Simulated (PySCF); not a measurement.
# A gas-phase reaction: CuHS + H2O → CuHO + H2S

What reaction energy should one expect for `[SH][Cu]` + `O` → `[OH][Cu]` + `S`?

Computed with PySCF 2.14.0; each step states its level. No surroundings beyond the atoms listed, unless a continuum is named. Atoms count from 0, parts from 1.

### Step 1. The system as given

Each species was relaxed by itself at PBE0-D3(BJ)/def2-SVPD.

### Step 2. Reaction energy: wB97M-D3(BJ)/def2-TZVPD

The job: settings as JSON, then the geometry in Å.

```
{"job": {"kind": "react", "xc": "wB97M-D3(BJ)", "basis": "def2-TZVPD"}, "charge": 0, "multiplicity": 1}
-1 CuHS charge 0 multiplicity 1
S      0.687000     0.088460     0.426790
Cu    -0.864860    -1.230600    -0.171530
H      0.177860     1.142350    -0.255550

-1 H2O charge 0 multiplicity 1
O      0.001320     0.389110    -0.014880
H     -0.763550    -0.191990     0.006760
H      0.762240    -0.197090     0.008090

+1 CuHO charge 0 multiplicity 1
O      0.381240    -0.053260    -0.422470
Cu     0.122870     0.005080     1.345280
H     -0.453920     0.061890    -0.887680

+1 H2S charge 0 multiplicity 1
S     -0.004910     0.615260    -0.015660
H     -0.982140    -0.315890     0.004650
H      0.967620    -0.320560     0.013620
```

Method: wB97M-D3(BJ)/def2-TZVPD reaction energy of separated species, gas phase.

Run with:

```bash
> OMP_NUM_THREADS=1 python cluster_run.py task.json out
```

This one command runs all jobs of the session in turn.

**Question.** The jobs that follow are: PBE0-D3(BJ)/def2-TZVPD reaction energy of separated species, gas phase; MP2/def2-TZVPD reaction energy of separated species, gas phase. Predict: reaction energy (wB97M-D3(BJ)/def2-TZVPD); ΔH, ΔG at 298 K (xTB thermal terms). Thermal terms come from harmonic xTB runs on each species.

The runs gave:

| quantity | value |
| --- | --- |
| reaction energy (wB97M-D3(BJ)/def2-TZVPD) | 24.52 kcal/mol |
| ΔH, ΔG at 298 K (xTB thermal terms) | +22.7, +22.7 kcal/mol |
| range of the reaction energy over the runs of this table | 22.71 to 26.70 kcal/mol |

**Reading.** The reaction is endothermic by 22.7 kcal/mol in the gas phase; dispersion gives +0.11, and xTB itself gave 6.62 for the electronic energy (xTB energies and thermal terms come from the earlier relaxation of each species, not shown). No barrier was sought. xTB and this level differ widely in the electronic energy, so what comes from xTB (the thermal terms above all) is less safe here. The reaction energy runs from 22.71 (MP2/def2-TZVPD) to 26.70 kcal/mol (PBE0-D3(BJ)/def2-TZVPD).
